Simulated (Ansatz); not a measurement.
# FH₅N₂OTi: how energies converge with the basis set

How large a basis does FH₅N₂OTi need? Two functionals are run in growing sets.

Program: Ansatz 0.2.0, Gaussian basis. Level of theory: one geometry, several basis sets. These are calculated values, not measurements.

Levels to be run: PBE0-D4/def2-SVP; ωB97M-V/def2-SVP; PBE0-D4/def2-QZVPP; ωB97M-V/def2-QZVPP; the functionals' def2-TZVPP values are taken from earlier runs.

### 1 Structure used throughout

The geometry comes from an earlier relaxation with PBE0-D4 in a triple-zeta def2 set; it is a stationary point, not always the lowest conformer.

SMILES `[NH2][Ti]([NH2])([OH])[F]`, 10 atoms, charge 0, spin multiplicity 1.

Atoms are counted from 1 here; the program's logs count them from 0.

Bond lengths: N1–Ti2 1.874 Å, N1–H6 1.011 Å, N1–H7 1.010 Å, Ti2–N3 1.879 Å, Ti2–O4 1.798 Å, Ti2–F5 1.778 Å, N3–H8 1.011 Å, N3–H9 1.009 Å, O4–H10 0.957 Å. Angles: Ti2–N1–H6 124.4°, Ti2–N1–H7 124.0°, H6–N1–H7 110.5°, N1–Ti2–N3 106.4°, N1–Ti2–O4 106.8°, N1–Ti2–F5 113.4°, N3–Ti2–O4 110.9°, N3–Ti2–F5 107.5°, O4–Ti2–F5 111.7°, Ti2–N3–H8 123.7°, Ti2–N3–H9 125.4°, H8–N3–H9 110.6°, Ti2–O4–H10 131.0°.

Coordinates:

```xyz
10

N    -1.2172    0.8898   -0.7196
Ti    0.2017    0.3425    0.3761
N     0.0850   -1.5289    0.4983
O     1.7193    0.8374   -0.4518
F     0.1122    0.9941    2.0279
H    -2.1746    0.9856   -0.4095
H    -1.0990    1.3024   -1.6339
H     0.5116   -2.0707    1.2375
H    -0.4826   -2.1187   -0.0913
H     2.4268    0.3154   -0.8307
```

### 2 PBE0-D4 in def2-SVP

Contents of in.yaml:

```yaml
crystal:
  periodic: [false, false, false]
  atoms:
    - {symbol: N, position_ang: [-1.217182, 0.889753, -0.719553]}
    - {symbol: Ti, position_ang: [0.201743, 0.342483, 0.376064]}
    - {symbol: N, position_ang: [0.084979, -1.528905, 0.498276]}
    - {symbol: O, position_ang: [1.719299, 0.837355, -0.451833]}
    - {symbol: F, position_ang: [0.112199, 0.994089, 2.027877]}
    - {symbol: H, position_ang: [-2.174567, 0.985632, -0.409477]}
    - {symbol: H, position_ang: [-1.099045, 1.302419, -1.633867]}
    - {symbol: H, position_ang: [0.511570, -2.070739, 1.237540]}
    - {symbol: H, position_ang: [-0.482614, -2.118651, -0.091324]}
    - {symbol: H, position_ang: [2.426818, 0.315365, -0.830704]}
basis:
  gaussian: {orbitals: def2-SVP}
hamiltonian: {xc: pbe0, dispersion: d4}
output: {orbitals: {seedname: orbitals}}
```

Command:

```
$ ansatz run in.yaml --threads 4 --pin off --events-out ev --progress --plain --max-ram 10444MiB
```

The runs that follow: ωB97M-V in def2-SVP; PBE0-D4 in def2-QZVPP; ωB97M-V in def2-QZVPP.

**Question.** What will the summary of the whole plan be? Wanted: PBE0-D4: double and triple zeta above quadruple; ωB97M-V: double and triple zeta above quadruple.

As calculated:

| quantity | value |
| --- | --- |
| PBE0-D4: double and triple zeta above quadruple | 13.76, 0.89 eV |
| ωB97M-V: double and triple zeta above quadruple | 13.96, 0.83 eV |

**Reading.** PBE0-D4 gains 12.86 eV from double to triple zeta, then 0.89 eV more. These are total energies; as a rule much of such shifts cancels in differences, which this series doesn't test.
